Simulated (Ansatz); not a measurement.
Consider a ladder of basis sets of PRb (Ansatz's Python interface).

The script, `basis_prb.py`:
```python
"""Basis-set convergence for PRb."""

import ansatz as az

geometry_ang = [
    ("Rb", (0.0, 0.0, 0.0)),
    ("P", (0.0, 0.0, 3.125)),
]
molecule = az.Crystal.molecule()
for symbol, xyz in geometry_ang:
    molecule = molecule.atom(symbol, xyz)

job = (
    molecule.calculation()
    .functional("pbe0")
    .spin("collinear", total=2)
)

energies = {}
for basis in ["def2-SVP", "def2-SVPD", "def2-TZVP", "def2-TZVPP"]:
    rep = job.basis(gaussian=basis).run().report
    size = rep["n_frozen"] + rep["n_occupied"][0] + rep["n_virtual"][0]
    energies[basis] = (rep["reference_energy_ev"] / 27.211386246, rep["free_energy_ev"] / 27.211386246)
    print(f"{basis:14s} {size:4d} orbitals  reference {energies[basis][0]:14.6f} Ha  total {energies[basis][1]:14.6f} Ha")

last = energies["def2-TZVPP"][1]
for basis, (_, total) in energies.items():
    print(f"{basis:14s} lies {27.211386 * (total - last):9.4f} eV above def2-TZVPP")
```

How far does the total energy move along this ladder of basis sets?

Against def2-SVP: def2-SVPD -2.3 mHa, def2-TZVP -116.0 mHa and def2-TZVPP -116.2 mHa. The last step alone is -0.18 mHa (these two sets differ little on atoms other than hydrogen). From the first set to the last the time grows from 1.8 to 3.6 s.

The run itself:

Output of `python basis_prb.py`:
```text
def2-SVP         42 orbitals  reference    -365.146219 Ha  total    -365.146219 Ha
def2-SVPD        51 orbitals  reference    -365.148522 Ha  total    -365.148522 Ha
def2-TZVP        70 orbitals  reference    -365.262219 Ha  total    -365.262219 Ha
def2-TZVPP       82 orbitals  reference    -365.262395 Ha  total    -365.262395 Ha
def2-SVP       lies    3.1613 eV above def2-TZVPP
def2-SVPD      lies    3.0986 eV above def2-TZVPP
def2-TZVP      lies    0.0048 eV above def2-TZVPP
def2-TZVPP     lies    0.0000 eV above def2-TZVPP
```

Notes:
- The drop along the ladder measures the basis error, and is no property of the molecule.
- The geometry is a force-field or estimated start, not a minimum of this method, and the last set is no limit. Much of the fall in a total is atomic energy, which cancels in bond and reaction energies.
- def2 sets replace the cores of elements past krypton by effective core potentials.
- The species is open-shell (spin multiplicity 3).
- The spin state was assumed, and another may lie lower.
- Finished in 12 s on 1 thread of Intel(R) Xeon(R) Processor @ 2.30GHz (shared host), peak memory 0.29 GiB.
